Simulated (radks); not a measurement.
# Te in [Kr] 4d10 5s2 5p2 5d2: an all-electron calculation

The task here is to estimate one member of a computed series from the others.

Method: scalar-relativistic Kohn-Sham, exchange-only B88, spin-unpolarised, spherical densities, finite nucleus. Code: radks (a radial shooting solver on a logarithmic mesh, Libxc functionals) version 1.

## What is computed

| Item | Value |
| --- | --- |
| element | tellurium (Z = 52) |
| charge | 0 |
| electrons | 52 |
| configuration | [Kr] 4d10 5s2 5p2 5d2 |
| nuclear rms radius | 4.7423 fm |

Outer shells as boxes (Hund's rule):

Te
```
[Kr] core
4d [↑↓][↑↓][↑↓][↑↓][↑↓]
5s [↑↓]
5p [↑ ][↑ ][  ]
5d [↑ ][↑ ][  ][  ][  ]
```

The first run:

Input:

```text
Z 52
configuration [Kr] 4d10 5s2 5p2 5d2
relativity scalar-relativistic
functional b88,
spin unpolarised
nucleus finite rms 4.7423 fm
c 137.035999084
```

Among the steps run: Self-consistent calculation.

One table of the session follows, with a row left open; its other results are not shown here.

It belongs to the step «Shells». From the orbitals of this run (lengths in bohr):

| level | <r> | outermost maximum (interpolated) | 90 % within | nodes |
| --- | --- | --- | --- | --- |
| 1s | 0.02781 | 0.0179 | 0.0500 | 0 |
| 2s | 0.1198 | 0.101 | 0.185 | 1 |
| 2p | 0.1047 | 0.0812 | 0.170 | 0 |
| 3s | 0.3222 | 0.293 | 0.473 | 2 |
| 3p | 0.3203 | 0.286 | 0.481 | 1 |
| 3d | 0.2968 | 0.238 | 0.467 | 0 |
| 4s | 0.7645 | 0.701 | 1.10 | 3 |
| 4p | 0.8209 | 0.738 | 1.20 | 2 |
| 4d | 0.9697 | 0.810 | 1.49 | 1 |
| 5s | 2.006 | 1.76 | 2.92 | 4 |
| 5p | 2.447 | 2.07 | 3.63 | 3 |
| 5d | ? | ? | ? | ? |

Estimate the missing values for 5d.

The run gave: <r>: 5.689; outermost maximum (interpolated): 3.87; 90 % within: 9.48; nodes: 2. In the column «<r>» it is the highest.
